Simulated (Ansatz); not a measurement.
# NiS: the cost of one run

Computed with Ansatz 0.2.0 (DFT LDA+U (U_eff = 4 eV on Ni d), plane waves, PAW, unless a step's input says otherwise).

### 1 The structure to begin with

It takes space group P6_3/mmc (No. 194, hexagonal). Conventional cell: a = 3.425 Å, b = 3.425 Å, c = 5.340 Å, α = 90.00°, β = 90.00°, γ = 120.00°. Ni (site symmetry -3m) is surrounded by 6 S at 2.39 Å and 2 Ni at 2.67 Å. Around S (site symmetry -6m2) lie 6 Ni at 2.39 Å.

As a file:

```
Ni S
1.0
     3.42500    0.00000    0.00000
    -1.71250    2.96614    0.00000
     0.00000    0.00000    5.34000
Ni S
2 2
Direct
  0.00000 0.00000 0.00000
  0.00000 0.00000 0.50000
  0.33333 0.66667 0.25000
  0.66667 0.33333 0.75000
```

An earlier series on this cell reached its lowest free state from «antiferromagnetic start, free», perhaps among other starts.

### 2 Ferromagnetic start, free, default search

The input, input.yaml:

```yaml
crystal:
  lattice:
    - [3.42500121, 0.0, 0.0]
    - [-1.71250061, 2.96613806, 0.0]
    - [0.0, 0.0, 5.33999987]
  atoms:
    - { symbol: Ni, position: [0.0, 0.0, 0.0], spin: 2.0 }
    - { symbol: Ni, position: [0.0, 0.0, 0.5], spin: 2.0 }
    - { symbol: S, position: [0.3333333333, 0.6666666667, 0.25] }
    - { symbol: S, position: [0.6666666667, 0.3333333333, 0.75] }
basis:
  ecutwfc: 420
  ecutrho_ratio: 4
kpoints:
  mp_grid: { grid: [6, 6, 4] }
hamiltonian:
  xc: lda
  hubbard:
    sites: [{ site: 0, l: d, u_eff: 4.0 }, { site: 1, l: d, u_eff: 4.0 }]
scf:
  occupations: { method: gaussian, width: 0.05 }
output:
  forces: true
  stress: true
  eigenvalues: true
  populations: true
  hubbard: { sites: [{ site: 0, l: d }, { site: 1, l: d }] }
magnetization:
  spin_polarized: true
```

Started as:

```console
ansatz run input.yaml --threads 2 --pin off --max-ram 3072MiB --backend cpu --events-out ev --progress --plain --runs-dir out
```

Q: Estimate wall time and peak memory on 2 threads of Intel Xeon Platinum 8488C (Sapphire Rapids), shared host.

About 55 s, with a peak of 0.65 GiB.
